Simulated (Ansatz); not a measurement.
**C₂H₇FSSi: one species, many methods**

The task here is to estimate one member of a computed series from the others.

Method: functionals in def2-TZVPP, the program's frozen cores in correlated methods; program: Ansatz 0.2.0, Gaussian basis.

Plan: PBE-D4, r2SCAN-D4, PBE0-D4, B3LYP-D4, ωB97X-V, ωB97M-V, B2PLYP; CCSD(T)/def2-TZVPP; MP2/def2-QZVPP; extrapolation to the limit.

## The relaxed structure

The geometry comes from an earlier relaxation with PBE0-D4 in a triple-zeta def2 set; it is a stationary point, not always the lowest conformer.

SMILES `FCSC[SiH3]`, 12 atoms, charge 0, spin multiplicity 1.

Atoms are counted from 1 here; the program's logs count them from 0.

Bond lengths: F1–C2 1.381 Å, C2–S3 1.778 Å, C2–H6 1.092 Å, C2–H7 1.092 Å, S3–C4 1.813 Å, C4–Si5 1.881 Å, C4–H8 1.093 Å, C4–H9 1.092 Å, Si5–H10 1.487 Å, Si5–H11 1.484 Å, Si5–H12 1.489 Å. Angles: F1–C2–S3 112.7°, F1–C2–H6 107.5°, F1–C2–H7 108.6°, S3–C2–H6 111.1°, S3–C2–H7 106.6°, H6–C2–H7 110.3°, C2–S3–C4 100.3°, S3–C4–Si5 111.9°, S3–C4–H8 105.7°, S3–C4–H9 109.2°, Si5–C4–H8 109.5°, Si5–C4–H9 113.5°, H8–C4–H9 106.6°, C4–Si5–H10 110.2°, C4–Si5–H11 109.0°, C4–Si5–H12 110.7°, H10–Si5–H11 109.0°, H10–Si5–H12 108.5° and more.

The first run:

Contents of in.yaml:

```yaml
crystal:
  periodic: [false, false, false]
  atoms:
    - {symbol: F, position_ang: [-2.232796, 0.510890, 1.420815]}
    - {symbol: C, position_ang: [-0.968467, 1.054734, 1.310199]}
    - {symbol: S, position_ang: [0.319120, -0.143492, 1.568724]}
    - {symbol: C, position_ang: [0.175115, -1.107316, 0.039688]}
    - {symbol: Si, position_ang: [1.009562, -0.249178, -1.411447]}
    - {symbol: H, position_ang: [-0.890798, 1.507406, 0.319518]}
    - {symbol: H, position_ang: [-0.846604, 1.815073, 2.084744]}
    - {symbol: H, position_ang: [0.677965, -2.056857, 0.239970]}
    - {symbol: H, position_ang: [-0.876140, -1.342049, -0.138202]}
    - {symbol: H, position_ang: [0.450814, 1.116578, -1.591110]}
    - {symbol: H, position_ang: [2.464895, -0.145216, -1.139382]}
    - {symbol: H, position_ang: [0.794335, -1.015873, -2.669516]}
basis:
  gaussian: {orbitals: def2-TZVPP}
hamiltonian: {xc: pbe, dispersion: d4}
output: {forces: true, orbitals: {seedname: orbitals}}
```

The run is started by

```console
$ ansatz run in.yaml --threads 4 --pin off --events-out ev --progress --plain --max-ram 10444MiB
```

Among the steps run: PBE-D4 (GGA); r2SCAN-D4 (meta-GGA); PBE0-D4 (hybrid); B3LYP-D4 (hybrid); ωB97X-V (range-separated); ωB97M-V (range-separated); B2PLYP (double hybrid); CCSD(T) in def2-TZVPP; MP2 in def2-QZVPP.

One table of the session follows, with a row left open; its other results are not shown here.

```
            method  atomisation energy (kcal/mol)
            PBE-D4                         1000.0
         r2SCAN-D4                          987.2
           PBE0-D4                          985.1
          B3LYP-D4                          983.2
           ωB97X-V                          990.4
           ωB97M-V                          988.9
            B2PLYP                          971.2
     HF/def2-TZVPP                          719.5
    MP2/def2-TZVPP                          969.3
   CCSD/def2-TZVPP                              ?
CCSD(T)/def2-TZVPP                          959.0
           MP2/CBS                          995.6
       CCSD(T)/CBS                          985.2
```

Estimate the missing values for CCSD/def2-TZVPP.

The run gave: atomisation energy (kcal/mol): 945.0. In the column «atomisation energy (kcal/mol)» it lies between HF/def2-TZVPP (719.5) and CCSD(T)/def2-TZVPP (959.0).
